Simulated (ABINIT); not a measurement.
# CdTe (F-43m) in ABINIT: notebook

One crystal, CdTe, is run at these levels: LDA; tasks: relaxation of cell and atoms, single point.

All numbers are computed with ABINIT 10.8.3 (patched build); they aren't measurements. Logs are shortened: lines on timing, memory, paths and dates and some standing lists are left out, and cuts for length are marked. The log counts tension as positive stress, the text compression.

### 1 The crystal as given

Symmetry: F-43m, No. 216, cubic system. The conventional cell has a = 6.482 Å, b = 6.482 Å, c = 6.482 Å, α = 90.00°, β = 90.00°, γ = 90.00°. Around Cd (site symmetry -43m) lie 4 Te at 2.81 Å. Around Te (site symmetry -43m) lie 4 Cd at 2.81 Å.

The cell was built by a generator and isn't the measured one.

### 2 Relaxation of cell and atoms, LDA

Input file run.abi:

```
pp_dirpath "./"
pseudos "Cd.upf, Te.upf"

acell 8.6614957357 8.6614957357 8.6614957357
rprim
     0.0000000000     0.7071067812     0.7071067812
     0.7071067812     0.0000000000     0.7071067812
     0.7071067812     0.7071067812     0.0000000000
ntypat 2
znucl 48 52
natom 2
typat 1 2
chkprim 0
chksymtnons 0
tolsym 1.0e-6
xred
            0.0            0.0            0.0
            1/4            1/4            1/4

ecut 53.0
ecutsm 0.5

kptopt 1
ngkpt 6 6 6
nshiftk 1
shiftk 0.0 0.0 0.0

ixc 7

nband 22
occopt 3
tsmear 0.00183747

nstep 80
tolvrs 1.0e-12

iomode 3
prteig 0
prtebands 0
prtwf 0
prtden 0

ionmov 2
optcell 2
ntime 50
tolmxf 2.0e-5
dilatmx 1.08
```

Potentials or basis: PseudoDojo NC SR LDA v0.4.1 standard.

Launch:

```sh
$ abinit run.abi > log 2>&1
```

run.abo:

```text
.Version 10.8.3 of ABINIT
 Symmetries : space group F-4 3 m (#216); Bravais cF (face-center cubic)
================================================================================
 Values of the parameters that define the memory need of the present run
     intxc =       0    ionmov =       2      iscf =       7    lmnmax =       6
     lnmax =       6     mgfft =      64  mpssoang =       3    mqgrid =    3001
     natom =       2  nloc_mem =       1    nspden =       1   nspinor =       1
    nsppol =       1      nsym =      24    n1xccc =    2501    ntypat =       2
    occopt =       3   xclevel =       1
       mpw =       10693          nfft =      262144          nkpt =          16
================================================================================
================================================================================

--------------------------------------------------------------------------------
------------- Echo of variables that govern the present computation ------------
--------------------------------------------------------------------------------
 -outvars: echo values of preprocessed input variables --------
            acell      8.6614957357E+00  8.6614957357E+00  8.6614957357E+00 Bohr
              amu      1.12411000E+02  1.27600000E+02
          chkprim           0
      chksymtnons           0
          dilatmx      1.08000000E+00
             ecut      5.30000000E+01 Hartree
           ecutsm      5.00000000E-01 Hartree
           ionmov           2
              ixc           7
         kptrlatt        6    0    0      0    6    0      0    0    6
          kptrlen      5.19689744E+01
            natom           2
            nband          22
            ngfft          64      64      64
             nkpt          16
            nstep          80
             nsym          24
            ntime          50
           ntypat           2
           occopt           3
          optcell           2
           prtden           0
        prtebands           0
           prteig           0
            prtwf           0
            rprim      0.0000000000E+00  7.0710678120E-01  7.0710678120E-01
                       7.0710678120E-01  0.0000000000E+00  7.0710678120E-01
                       7.0710678120E-01  7.0710678120E-01  0.0000000000E+00
          spgroup         216
           tolmxf      2.00000000E-05
           tolsym      1.00000000E-06
           tolvrs      1.00000000E-12
           tsmear      1.83747000E-03 Hartree
            typat      1  2
           xangst      0.0000000000E+00  0.0000000000E+00  0.0000000000E+00
                       1.6204999989E+00  1.6204999989E+00  1.6204999989E+00
            xcart      0.0000000000E+00  0.0000000000E+00  0.0000000000E+00
                       3.0623011850E+00  3.0623011850E+00  3.0623011850E+00
             xred      0.0000000000E+00  0.0000000000E+00  0.0000000000E+00
                       2.5000000000E-01  2.5000000000E-01  2.5000000000E-01
            znucl       48.00000   52.00000

================================================================================

 chkinp: Checking input parameters for consistency.

================================================================================
== DATASET  1 ==================================================================

--- !DatasetInfo
iteration_state: {dtset: 1, }
dimensions: {natom: 2, nkpt: 16, mband: 22, nsppol: 1, nspinor: 1, nspden: 1, mpw: 10693, }
cutoff_energies: {ecut:  53.0, pawecutdg:  -1.0, }
electrons: {nelect:   3.60000000E+01, charge:   0.00000000E+00, occopt:   3.00000000E+00, tsmear:   1.83747000E-03, }
meta: {optdriver: 0, ionmov: 2, optcell: 2, iscf: 7, paral_kgb: 0, }
...

 Exchange-correlation functional for the present dataset will be:
  LDA: Perdew-Wang 92 LSD fit to Ceperley-Alder data - ixc=7
  J.P.Perdew and Y.Wang, PRB 45, 13244 (1992)

 Real(R)+Recip(G) space primitive vectors, cartesian coordinates (Bohr,Bohr^-1):
 R(1)=  0.0000000  6.1246024  6.1246024  G(1)= -0.0816380  0.0816380  0.0816380
 R(2)=  6.1246024  0.0000000  6.1246024  G(2)=  0.0816380 -0.0816380  0.0816380
 R(3)=  6.1246024  6.1246024  0.0000000  G(3)=  0.0816380  0.0816380 -0.0816380
 Unit cell volume ucvol=  4.5947691E+02 bohr^3
 Angles (23,13,12)=  6.00000000E+01  6.00000000E+01  6.00000000E+01 degrees

 getcut: wavevector=  0.0000  0.0000  0.0000  ngfft=  64  64  64
         ecut(hartree)=     61.819   => boxcut(ratio)=   2.08766

--- Pseudopotential description ------------------------------------------------
- pspini: atom type   1  psp file is ./Cd.upf
  48.00000  20.00000  180309                  znucl, zion, pspdat
12 -1012 2 -1 1336                            pspcod,pspxc,lmax,lloc,mmax
     nproj     2     2     2

- pspini: atom type   2  psp file is ./Te.upf
  52.00000  16.00000  180309                  znucl, zion, pspdat
12 -1012 2 -1 1278                            pspcod,pspxc,lmax,lloc,mmax
     nproj     2     2     2

   2.14292810E+03                                ecore*ucvol(ha*bohr**3)
--------------------------------------------------------------------------------

================================================================================

=== [ionmov= 2] Broyden-Fletcher-Goldfarb-Shanno method (forces)
================================================================================

--- Iteration: ( 1/50) Internal Cycle: (1/1)
--------------------------------------------------------------------------------

---SELF-CONSISTENT-FIELD CONVERGENCE--------------------------------------------

--- !BeginCycle
iteration_state: {dtset: 1, itime: 1, icycle: 1, }
solver: {iscf: 7, nstep: 80, nline: 4, wfoptalg: 0, }
tolerances: {tolvrs: 1.00E-12, }
...
[... 378 lines left out ...]
  0.00000000000000E+00  6.06038356257984E+00  6.06038356257984E+00
  6.06038356257984E+00  0.00000000000000E+00  6.06038356257984E+00
  6.06038356257984E+00  6.06038356257984E+00  0.00000000000000E+00
 Unitary Cell Volume (ucvol) [Bohr^3]=  4.45174552141947E+02
 Angles (23,13,12)= [degrees]
  6.00000000000000E+01  6.00000000000000E+01  6.00000000000000E+01
 Lengths [Bohr]
  8.57067662738338E+00  8.57067662738338E+00  8.57067662738338E+00
 Stress tensor in cartesian coordinates (strten) [Ha/bohr^3]
  9.98119817196413E-08  0.00000000000000E+00  0.00000000000000E+00
  0.00000000000000E+00  9.98119817196413E-08  0.00000000000000E+00
  0.00000000000000E+00  0.00000000000000E+00  9.98119817213761E-08
 Total energy (etotal) [Ha]= -2.79944756796408E+02

 Difference of energy with previous step (new-old):
           Absolute (Ha)=-9.38888E-07
           Relative     =-3.35383E-09

 At Broyd/MD step   4, gradients are converged :
  max grad (force/stress) = 9.9812E-06 < tolmxf= 2.0000E-05 ha/bohr (free atoms)

================================================================================

 ----iterations are completed or convergence reached----

 Mean square residual over all n,k,spin=   12.084E-11; max=  37.118E-09
 reduced coordinates (array xred) for    2 atoms
       0.000000000000      0.000000000000     -0.000000000000
       0.250000000000      0.250000000000      0.250000000000
 rms dE/dt=  5.9500E-30; max dE/dt=  8.4145E-30; dE/dt below (all hartree)
    1       0.000000000000      0.000000000000     -0.000000000000
    2       0.000000000000      0.000000000000      0.000000000000

 cartesian coordinates (angstrom) at end:
    1     -0.00000000000000    -0.00000000000000     0.00000000000000
    2      1.60350843423635     1.60350843423635     1.60350843423635

 cartesian forces (hartree/bohr) at end:
    1      0.00000000000000     0.00000000000000    -0.00000000000000
    2     -0.00000000000000    -0.00000000000000     0.00000000000000
 frms,max,avg= 6.6466800E-31 1.0413346E-30   0.000E+00  0.000E+00  0.000E+00 h/b

 cartesian forces (eV/Angstrom) at end:
    1      0.00000000000000     0.00000000000000    -0.00000000000000
    2     -0.00000000000000    -0.00000000000000     0.00000000000000
 frms,max,avg= 3.4178603E-29 5.3547579E-29   0.000E+00  0.000E+00  0.000E+00 e/A
 length scales=  8.570676627383  8.570676627383  8.570676627383 bohr
              =  4.535406750153  4.535406750153  4.535406750153 angstroms
 Fermi (or HOMO) energy (hartree) =   0.16446   Average Vxc (hartree)=  -0.35167
 Eigenvalues (hartree) for nkpt=  16  k points:
 kpt#   1, nband= 22, wtk=  0.00463, kpt=  0.0000  0.0000  0.0000 (reduced coord)
  -3.59533   -2.16761   -2.16761   -2.16761   -1.17326   -1.17326   -1.17326   -1.17291
  -1.17291   -0.26878   -0.15516   -0.15516   -0.15516   -0.14456   -0.14456    0.15234
   0.15234    0.15234    0.17448    0.31842    0.31842    0.31842
      occupation numbers for kpt#   1
   2.00000    2.00000    2.00000    2.00000    2.00000    2.00000    2.00000    2.00000
   2.00000    2.00000    2.00000    2.00000    2.00000    2.00000    2.00000    1.99727
   1.99727    1.99727    0.00853    0.00000    0.00000    0.00000
 prteigrs : prtvol=0 or 1, do not print more k-points.

--- !EnergyTerms
iteration_state     : {dtset: 1, itime: 4, icycle: 1, }
comment             : Components of total free energy in Hartree
kinetic             :  1.18072550685327E+02
hartree             :  9.37692344975524E+01
xc                  : -4.83305099140476E+01
Ewald energy        : -1.45242809513602E+02
psp_core            :  4.81368058595745E+00
local_psp           : -2.78015113980111E+02
non_local_psp       : -2.50117881233212E+01
internal            : -2.79944755762245E+02
'-kT*entropy'       : -1.03416294445207E-06
total_energy        : -2.79944756796408E+02
total_energy_eV     : -7.61768490472428E+03
band_energy         : -3.34857975502379E+01
...

 Cartesian components of stress tensor (hartree/bohr^3)
  sigma(1 1)=  9.98119817E-08  sigma(3 2)=  0.00000000E+00
  sigma(2 2)=  9.98119817E-08  sigma(3 1)=  0.00000000E+00
  sigma(3 3)=  9.98119817E-08  sigma(2 1)=  0.00000000E+00

-Cartesian components of stress tensor (GPa)         [Pressure= -2.9366E-03 GPa]
- sigma(1 1)=  2.93656989E-03  sigma(3 2)=  0.00000000E+00
- sigma(2 2)=  2.93656989E-03  sigma(3 1)=  0.00000000E+00
- sigma(3 3)=  2.93656989E-03  sigma(2 1)=  0.00000000E+00

== END DATASET(S) ==============================================================
================================================================================

 -outvars: echo values of variables after computation  --------
            acell      8.5706766274E+00  8.5706766274E+00  8.5706766274E+00 Bohr
           etotal     -2.7994475680E+02
            fcart      3.4711154152E-31  3.4711154152E-31 -1.0413346246E-30
                      -3.4711154152E-31 -3.4711154152E-31  1.0413346246E-30
            rprim      0.0000000000E+00  7.0710678119E-01  7.0710678119E-01
                       7.0710678119E-01  0.0000000000E+00  7.0710678119E-01
                       7.0710678119E-01  7.0710678119E-01  0.0000000000E+00
           strten      9.9811981720E-08  9.9811981720E-08  9.9811981721E-08
                       0.0000000000E+00  0.0000000000E+00  0.0000000000E+00
           xangst     -2.0829414732E-30 -2.0076622147E-30  6.0982659026E-30
                       1.6035084342E+00  1.6035084342E+00  1.6035084342E+00
             xred      9.6250587607E-31  9.3903257936E-31 -1.5885275956E-30
                       2.5000000000E-01  2.5000000000E-01  2.5000000000E-01
 Calculation completed.
```

Run time: 7.5 min. Hardware: 1 thread of Intel Xeon 6975P-C (Granite Rapids), shared host; peak memory 0.17 GiB.

What came out:

```yaml
Free_energy: -7617.6849 eV
Relaxed_volume: 32.98 Å³/atom
Relaxed_cell: a = 4.535 Å, b = 4.535 Å, c = 4.535 Å, α = 60.00°, β = 60.00°, γ = 60.00°
Space_group_after_relaxing_to_0.05_Å: F-43m (No. 216)
Energy_gained_by_relaxing: 4.6 meV/atom
Ionic_steps: 4
Pressure_after_relaxing: 0.0 GPa
Band_gap_on_the_k_mesh: 0.60 eV, direct
```

The path:
| step | energy change (eV) | largest force (eV/Å) | pressure (GPa) | volume (Å³) |
| --- | --- | --- | --- | --- |
| 1 | 0.0000 | 0.0000 | -1.36 | 68.09 |
| 2 | -0.0022 | 0.0000 | -1.19 | 67.81 |
| 3 | -0.0092 | 0.0000 | 0.07 | 65.86 |
| 4 | -0.0093 | 0.0000 | 0.00 | 65.97 |

Final structure:
```
Cd Te
1.0
     0.00000    3.20702    3.20702
     3.20702    0.00000    3.20702
     3.20702    3.20702    0.00000
Cd Te
1 1
Direct
  0.00000 0.00000 0.00000
  0.25000 0.25000 0.25000
```

Caveat: spin-orbit coupling is left out, which moves the levels of the heavy elements. A k mesh can miss the band edges.

### 3 Single point, LDA (cell relaxed)

Input file run.abi:

```
# Pseudopotentials
pp_dirpath "./"
pseudos "Cd.upf, Te.upf"

# Structure
acell 3*1.0
rprim
     0.0000000000     6.0603835614     6.0603835614
     6.0603835614     0.0000000000     6.0603835614
     6.0603835614     6.0603835614     0.0000000000
ntypat 2
znucl 48 52
natom 2
typat 1 2
xcart
     0.0000000000     0.0000000000     0.0000000000
     1.6035084350     1.6035084350     1.6035084350 Angstrom
chkprim 0
chksymtnons 0
tolsym 1.0e-6

# Plane-wave basis
ecut 53.0

# k points
kptopt 1
ngkpt 6 6 6
nshiftk 1
shiftk 0.0 0.0 0.0

# Exchange and correlation
ixc 7

# Bands and occupations
nband 22
occopt 3
tsmear 0.05 eV

# SCF cycle
nstep 100
tolvrs 1.0e-10

# Output
iomode 3
prtwf 0
prteig 0
prtebands 0
enunit 2
prtvol 2
prtden 1
prtvha 1
prtvclmb 1
prtpot 1
prtelf 1
```

Potentials or basis: PseudoDojo NC SR LDA v0.4.1 standard.

Launch:

```sh
$ abinit run.abi > log 2>&1
```

Run time: 1.9 min. Hardware: 1 thread of Intel Xeon 6975P-C (Granite Rapids), shared host; peak memory 0.14 GiB.

It converged, with:

```yaml
Free_energy: -7617.6850 eV
Pressure: 0.0 GPa
Band_gap_on_the_k_mesh: 0.60 eV, direct
Valence_electrons_inside_the_program's_atomic_spheres: Cd 17.16; Te 11.99
```

Levels at points of the mesh, in eV from the valence-band top:
```tsv
k point	band 16	band 17	band 18	band 19	band 20	band 21
(0.00, 0.00, 0.00)	0.00	0.00	0.00	0.60	4.52	4.52
(0.50, 0.00, 0.00)	-4.68	-0.83	-0.83	1.67	5.13	5.13
(0.50, 0.50, 0.00)	-4.53	-1.99	-1.99	2.39	2.55	8.79
```

Caveat: spin-orbit coupling is left out, which moves the levels of the heavy elements.
